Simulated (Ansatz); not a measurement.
# CrB3S2: the cost of one run

Program: Ansatz 0.2.0. Level of theory: DFT PBE, scalar-relativistic, plane waves, PAW. These are calculated values, not measurements.

## Step 1: The structure to begin with

The structure is tetragonal, space group P4/mmm (No. 123). Conventional cell: a = 5.845 Å, b = 5.845 Å, c = 4.085 Å, α = 90.00°, β = 90.00°, γ = 90.00°. Cr (site symmetry 4/mmm) is surrounded by 2 S at 2.04 Å. B (site symmetry mmm) is surrounded by 4 S at 2.92 Å. Around B (site symmetry 4/mmm) lie 2 S at 2.04 Å. S (site symmetry 4/mmm) is surrounded by 2 B at 2.04 Å. Around S (site symmetry 4/mmm) lie 2 Cr at 2.04 Å.

Coordinates:

```cif
data_structure
_symmetry_space_group_name_H-M 'P 1'
_symmetry_Int_Tables_number 1
_cell_length_a 5.8448
_cell_length_b 5.8448
_cell_length_c 4.0848
_cell_angle_alpha 90.000
_cell_angle_beta 90.000
_cell_angle_gamma 90.000
_cell_volume 139.54
loop_
_atom_site_label
_atom_site_type_symbol
_atom_site_fract_x
_atom_site_fract_y
_atom_site_fract_z
_atom_site_occupancy
Cr1 Cr 0.50000 0.50000 0.00000 1
B1 B 0.00000 0.50000 0.50000 1
B2 B 0.50000 0.00000 0.50000 1
B3 B 0.00000 0.00000 0.00000 1
S1 S 0.00000 0.00000 0.50000 1
S2 S 0.50000 0.50000 0.50000 1
```

Recipe of the guess: random cell by space group and Wyckoff sites (P4/mmm, No. 123). The dimensions are guesses.

## Step 2: Probe: one point on a coarse mesh

File input.yaml:

```yaml
crystal:
  lattice:
    - [5.84476468, 0.0, 0.0]
    - [0.0, 5.84476468, 0.0]
    - [0.0, 0.0, 4.08479502]
  atoms:
    - { symbol: Cr, position: [0.5, 0.5, 0.0], spin: 3.0 }
    - { symbol: B, position: [0.0, 0.5, 0.5] }
    - { symbol: B, position: [0.5, 0.0, 0.5] }
    - { symbol: B, position: [0.0, 0.0, 0.0] }
    - { symbol: S, position: [0.0, 0.0, 0.5] }
    - { symbol: S, position: [0.5, 0.5, 0.5] }
basis:
  ecutwfc: 420
kpoints:
  mp_grid: { grid: [4, 4, 4] }
hamiltonian:
  xc: pbe
scf:
  occupations: { method: gaussian, width: 0.1 }
  lower_state_search: "off"
output:
  forces: true
  stress: true
  eigenvalues: true
  populations: true
magnetization:
  spin_polarized: true
```

Launch:

```bash
ansatz run input.yaml --threads 1 --pin off --max-ram 2560MiB --backend cpu --events-out ev --progress --plain --runs-dir out
```

Q: Estimate wall time and peak memory on 1 thread of Intel Xeon Platinum 8375C at 2.90GHz (Ice Lake), shared host.

About 12 s, with a peak of 0.49 GiB.
